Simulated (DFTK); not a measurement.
# Bi in DFTK: relaxation of the atoms with PBEsol

Aim: the relaxation of the atoms of Bi with PBEsol.

Program: DFTK 0.8.2. These are calculated values, not measurements. Logs are shortened: lines on timing, memory, paths and dates and some standing lists are left out, and cuts for length are marked.

## 1. The sheet as given

The cell holds a sheet with vacuum, 1 atom: a = 3.129 Å, b = 3.129 Å, c = 23.800 Å, α = 90.00°, β = 90.00°, γ = 90.00°.

The cell was built by a generator and needn't be a form met in nature.

## 2. Relaxation of the atoms, PBEsol

run.jl

```julia
using DFTK
using PseudoPotentialData
using Unitful, UnitfulAtomic
using LinearAlgebra, Printf
include("save.jl")
disable_threading()

lines = readlines("Bi.cif")
tag(name) = parse(Float64, split(only(filter(startswith(name), lines)))[2])
a, b, c = tag.(["_cell_length_a", "_cell_length_b", "_cell_length_c"])
α, β, γ = deg2rad.(tag.(["_cell_angle_alpha", "_cell_angle_beta", "_cell_angle_gamma"]))
cx, cy  = cos(β), (cos(α) - cos(β) * cos(γ)) / sin(γ)
lattice = austrip(1u"Å") * [a b*cos(γ) c*cx; 0 b*sin(γ) c*cy; 0 0 c*sqrt(1 - cx^2 - cy^2)]
sites     = split.(lines[findlast(startswith("_atom_site_"), lines)+1:end])
symbols   = [Symbol(s[2]) for s in sites]
positions = [parse.(Float64, s[5:7]) for s in sites]
pseudopotentials = PseudoFamily("dojo.nc.sr.pbesol.v0_4_1.standard.upf")
elements = Dict(s => ElementPsp(s, pseudopotentials) for s in unique(symbols))
atoms    = [elements[s] for s in symbols]

build_model(lattice, positions; symmetries=true) =
    model_DFT(lattice, atoms, positions;
              functionals=PBEsol(),
              temperature=austrip(0.05u"eV"),
              smearing=Smearing.FermiDirac(),
              symmetries)
Ecut  = 33.0  # hartree
kgrid = [6, 6, 1]
tol   = 1e-6
to_GPa = ustrip(uconvert(u"GPa", 1u"hartree/bohr^3"))

model0 = build_model(lattice, positions)
model  = model0
basis0 = PlaneWaveBasis(model; Ecut, kgrid)
display(basis0)
results["steps"] = []
previous = Ref{Any}(nothing)
n = 1
unpack(x) = (lattice, [lattice \ x[3i-2:3i] for i in 1:n])

function energy_gradient(x)
    cell, pos = unpack(x)
    model = build_model(cell, pos; symmetries=model0.symmetries)
    basis = PlaneWaveBasis(model; Ecut, kgrid, basis0.fft_size)
    ρ0 = isnothing(previous[]) ? guess_density(basis) : previous[].ρ * previous[].basis.dvol / basis.dvol
    scfres = self_consistent_field(basis;
                                   tol,
                                   ρ=ρ0,
                                   nbandsalg=AdaptiveBands(model; n_bands_converge=12),
                                   callback=identity)
    previous[] = scfres
    forces = compute_forces_cart(scfres)
    G = -vcat([lattice' \ (cell' * f) for f in forces]...)
    @printf "step %3d  F = %.8f Ha  max force = %.5f eV/Å  SCF %d\n" length(results["steps"]) scfres.energies.total ustrip(auconvert(u"eV/Å", maximum(norm, forces))) scfres.n_iter
    push!(results["steps"], Dict("total" => scfres.energies.total, "cell" => rows(eachcol(cell)), "frac" => rows(pos), "forces" => rows(forces), "n_iter" => scfres.n_iter))
    scfres.energies.total, G
end

x0 = vcat([lattice * p for p in positions]...)
gtol = 4e-4
function bfgs(x; maxsteps, maxmove=0.3)
    H = Matrix(0.3I, length(x), length(x))  # start Hessian, hartree/bohr^2
    _, g = energy_gradient(x)
    for step in 1:maxsteps
        maximum(abs, g) < gtol && return x, true
        λ, V = eigen(Symmetric(H))
        dx = -V * ((V' * g) ./ abs.(λ))
        dx *= min(1, maxmove / maximum(abs, dx))
        x += dx
        _, gnew = energy_gradient(x)
        dg, Hdx = gnew - g, H * dx
        H += dg * dg' / dot(dg, dx) - Hdx * Hdx' / dot(dx, Hdx)
        g = gnew
    end
    x, maximum(abs, g) < gtol
end
x, relaxed = bfgs(x0; maxsteps=30)
println(relaxed ? "Gradient converged" : "Stopped without reaching the gradient tolerance")
scfres = previous[]
cell, pos = unpack(x)
println("Final lattice vectors (Å)")
display(round.(ustrip.(auconvert.(u"Å", cell')); digits=6))
println("Final reduced positions")
foreach((s, p) -> println(s, "  ", round.(p; digits=6)), symbols, pos)
results["relaxed"] = relaxed
display(scfres.energies)
@printf "Fermi level: %.6f eV\n" ustrip(auconvert(u"eV", something(scfres.εF, NaN)))
forces = compute_forces_cart(scfres)
println("Forces (eV/Å)")
for (s, f) in zip(symbols, forces)
    @printf "%-3s %12.6f %12.6f %12.6f\n" s ustrip.(auconvert.(u"eV/Å", f))...
end
stress = compute_stresses_cart(scfres)
println("Stress (GPa)")
display(round.(stress * to_GPa; digits=4))
println("Levels at the first k-point (eV): ", round.(ustrip.(auconvert.(u"eV", scfres.eigenvalues[1][1:scfres.n_bands_converge])); digits=4))
save_scf!(scfres; forces, stress)
```

Bi.cif

```cif
data_Bi
_cell_length_a 3.12932000
_cell_length_b 3.12932000
_cell_length_c 23.80000000
_cell_angle_alpha 90.00000000
_cell_angle_beta 90.00000000
_cell_angle_gamma 90.00000000
_space_group_name_H-M_alt 'P1'
_space_group_name_Hall 'P 1'
_space_group_IT_number 1
loop_
_space_group_symop_operation_xyz
'x,y,z'
loop_
_atom_site_label
_atom_site_type_symbol
_atom_site_symmetry_multiplicity
_atom_site_Wyckoff_symbol
_atom_site_fract_x
_atom_site_fract_y
_atom_site_fract_z
_atom_site_occupancy
Bi1 Bi 1 a 0.5000000000 0.5000000000 0.2941200000 1
```

Potentials or basis: dojo.nc.sr.pbesol.v0_4_1.standard.upf (PBEsol).

The run is started by

```sh
> julia --threads=1 run.jl  # save.jl only writes the numbers to a file and isn't shown; printed stress counts tension as positive; times include loading and compiling
```

Log:

```text
PlaneWaveBasis discretization:

    Ecut                 : 33.0 Ha
    fft_size             : (36, 36, 240), 311040 total points
    kgrid                : MonkhorstPack([6, 6, 1])
    num.   red. kpoints  : 36
    num. irred. kpoints  : 10

    Discretized Model(gga_x_pbe_sol+gga_c_pbe_sol, 3D):
        lattice (in Bohr)    : [5.91356   , 3.62101e-16, 2.75395e-15]
                               [0         , 5.91356   , 2.75395e-15]
                               [0         , 0         , 44.9755   ]
        unit cell volume     : 1572.8 Bohr³

        atoms                : Bi
        pseudopot. family    : PseudoFamily("dojo.nc.sr.pbesol.v0_4_1.standard.upf")

        num. electrons       : 15
        spin polarization    : none
        temperature          : 0.0018375 Ha
        smearing             : DFTK.Smearing.FermiDirac()

        terms                : Kinetic()
                               AtomicLocal()
                               AtomicNonlocal()
                               Ewald(nothing)
                               PspCorrection()
                               Hartree()
                               Xc(gga_x_pbe_sol, gga_c_pbe_sol)
                               Entropy()
step   0  F = -81.90736399 Ha  max force = 0.00000 eV/Å  SCF 10
Gradient converged
Final lattice vectors (Å)
3×3 Matrix{Float64}:
 3.12932  0.0       0.0
 0.0      3.12932   0.0
 0.0      0.0      23.8
Final reduced positions
Bi  [0.5, 0.5, 0.29412]
Energy breakdown (in Ha):
    Kinetic             39.0468221
    AtomicLocal         -301.6154841
    AtomicNonlocal      -15.2200604
    Ewald               77.3173184
    PspCorrection       0.4091504
    Hartree             139.5881150
    Xc                  -21.4328421
    Entropy             -0.0003832

    total               -81.907363987687
Fermi level: -3.490352 eV
Forces (eV/Å)
Bi     -0.000000    -0.000000    -0.000000
Stress (GPa)
3×3 StaticArraysCore.SMatrix{3, 3, Float64, 9} with indices SOneTo(3)×SOneTo(3):
  0.4456  0.0     -0.0
  0.0     0.4456  -0.0
 -0.0     0.0      0.0068
Levels at the first k-point (eV): [-26.1667, -25.9596, -25.7587, -25.7587, -25.7065, -15.7043, -5.6329, 0.0989, 1.2039, 1.5175, 1.7155, 1.7155]
```

Wall time 4 min (1 thread of Intel Xeon Platinum 8259CL at 2.50GHz (Skylake/Cascade Lake), shared host); peak memory 1.9 GiB.

Results:

```yaml
Free_energy: -2228.8129 eV
Band_gap_on_the_k_mesh: none (metal or under the smearing width)
```

Stress tensor (GPa, compression positive):
```
-0.45  0.00  0.00
 0.00 -0.45  0.00
 0.00  0.00 -0.01
```

Final structure:
```
Bi
1.0
     3.12932    0.00000    0.00000
     0.00000    3.12932    0.00000
     0.00000    0.00000   23.80000
Bi
1
Direct
  0.50000 0.50000 0.29412
```

Caveat: there is no dipole correction across the vacuum; the relaxation stopped at its first step, so nothing moved; spin-orbit coupling is left out, which moves the levels of the heavy elements.
